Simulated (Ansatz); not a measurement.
# Cs4Br: the cost of one run

Computed with Ansatz 0.2.0 (DFT PBE, scalar-relativistic, plane waves, PAW, unless a step names another level, unless a step's input says otherwise).

3 further runs of the same task are left out: 1 for a known fault of the program, 1 that didn't finish, 1 set aside as unsound or not needed.

## 1. The system as given

The structure is cubic, space group Pm-3m (No. 221). Conventional cell: a = 7.558 Å, b = 7.558 Å, c = 7.558 Å, α = 90.00°, β = 90.00°, γ = 90.00°. Around Cs (site symmetry 4/mmm) lie 2 Br at 3.78 Å. Br (site symmetry m-3m) is surrounded by 6 Cs at 3.78 Å.

Coordinates:

```xyz
5
Lattice="7.5581 0.0000 0.0000 0.0000 7.5581 0.0000 0.0000 0.0000 7.5581" Properties=species:S:1:pos:R:3 pbc="T T T"
Cs    3.7791    0.0000    0.0000
Cs    0.0000    3.7791    0.0000
Cs    0.0000    0.0000    3.7791
Cs    3.7791    3.7791    3.7791
Br    0.0000    0.0000    0.0000
```

The cell was relaxed beforehand at this level, from a generated guess; it needn't be the stable form of this composition. At a tolerance of 0.05 Å it has space group Pm-3m (No. 221); it has 86.35 Å³/atom, an uncorrected energy of -0.67 eV/atom over the elements.

## 2. Static run: bands, density of states and charges

input.yaml reads:

```yaml
crystal:
  lattice:
    - [7.5581467883, 0.0, 0.0]
    - [0.0, 7.5581467883, 0.0]
    - [0.0, 0.0, 7.5581467883]
  atoms:
    - { symbol: Cs, position: [0.5, 0.0, 0.0] }
    - { symbol: Cs, position: [0.0, 0.5, 0.0] }
    - { symbol: Cs, position: [0.0, 0.0, 0.5] }
    - { symbol: Cs, position: [0.5, 0.5, 0.5] }
    - { symbol: Br, position: [0.0, 0.0, 0.0] }
basis:
  ecutwfc: 420
kpoints:
  mp_grid: { grid: [6, 6, 6] }
  band_path:
    path:
      - [[0.0, 0.0, 0.0], [0.0, 0.5, 0.0], [0.5, 0.5, 0.0], [0.0, 0.0, 0.0], [0.5, 0.5, 0.5], [0.0, 0.5, 0.0]]
      - [[0.5, 0.5, 0.5], [0.5, 0.5, 0.0]]
    npoints: 14
hamiltonian:
  xc: pbe
scf:
  occupations: { method: gaussian, width: 0.1 }
  n_extra_bands: 12
output:
  forces: true
  stress: true
  eigenvalues: true
  populations: true
  dos: { projected: true, de: 0.02, nscf_kmesh: { grid: [8, 8, 8] } }
  bader: true
  write_density: true
  write_potential: true
  elf: true
  volumetric_format: npy
```

Launch:

```sh
ansatz run input.yaml --threads 1 --pin off --max-ram 2048MiB --backend cpu --events-out ev --progress --plain --runs-dir out
```

**Question.** How long does this run take on 1 thread of Arm Neoverse V1, shared host, and how much memory does it need?

About 1.9 min, with a peak of 0.95 GiB.
